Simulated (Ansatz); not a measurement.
# Cadmium, bcc under BLYP: ground state and equation of state

The plan for cadmium in the bcc structure: relax it, solve it on a dense k-mesh, then scale the cell to 7 volumes from 88 to 112 % of the relaxed one and try a fit of the equation of state. Spin polarisation is left out. The k-meshes are 13×13×13 for the relaxation; 19×19×19 for the dense run; 13×13×13 for the volumes.

This is Cd in the bcc structure; at room conditions it is hcp.

Computed with Ansatz 0.2.0 (DFT BLYP, plane waves (420 eV) with PAW, scalar-relativistic; the PAW data stem from PBE, with regenerated cores, unless a step says otherwise).

## Step 1: The starting structure

It takes space group Im-3m (No. 229, cubic). Conventional cell: a = 3.508 Å, b = 3.508 Å, c = 3.508 Å, α = 90.00°, β = 90.00°, γ = 90.00°. Cd (site symmetry m-3m) has 8 Cd at 3.04 Å as nearest neighbours.

As a file:

```
Cd
1.0
    -1.75401    1.75401    1.75401
     1.75401   -1.75401    1.75401
     1.75401    1.75401   -1.75401
Cd
1
Direct
  0.00000 0.00000 0.00000
```

## Step 2: Geometry optimisation

input.yaml reads:

```yaml
crystal:
  lattice:
    - [-1.7540139848, 1.7540139848, 1.7540139848]
    - [1.7540139848, -1.7540139848, 1.7540139848]
    - [1.7540139848, 1.7540139848, -1.7540139848]
  atoms:
    - { symbol: Cd, position: [0.0, 0.0, 0.0] }
hamiltonian:
  xc: blyp
  pseudopotentials:
    kind: paw
    azcp:
      Cd: "pseudopotentials/Cd.paw.azcp"
basis:
  ecutwfc: 420
  fft_grid_basis: typed
kpoints:
  mp_grid: { grid: [13, 13, 13], shift: [0, 0, 0] }
magnetization:
  spin_polarized: false
scf:
  occupations: { method: fermi_dirac, width: 0.1 }
relax:
  max_steps: 60
  f_tol: 0.01
  cell: {}
```

Further steps of the session: Dense single point; The cell scaled to 88 % of its volume; The cell scaled to 92 % of its volume; The cell scaled to 96 % of its volume; The cell scaled to 100 % of its volume; The cell scaled to 104 % of its volume; The cell scaled to 108 % of its volume; The cell scaled to 112 % of its volume.

What does the calculation give? Wanted: space group; conventional cell; volume; shortest distance; gap on the mesh; relative to hcp; V₀, B₀, B₀′.

The runs gave:

| quantity | value |
| --- | --- |
| space group (spins left aside) | Im-3m (No. 229) |
| conventional cell | a = 3.849 Å |
| volume | 28.507 Å³/atom |
| shortest distance | 3.333 Å |
| gap on the mesh | none (levels filled in part) |
| relative to hcp | +25 meV/atom |
| V₀, B₀, B₀′ | 28.773 Å³/atom, 8.6 GPa, 7.8 |

**Reading.** From the guessed start the volume grew by 32.1 % in 9 steps. It lies 25 meV/atom above the element's reference form at the same level (hcp, from a run of its own). Levels at the Fermi energy are filled in part, as in a metal. B₀ comes out at 8.6 GPa, a soft solid. Relaxation kept the symmetry; phonons were not checked.
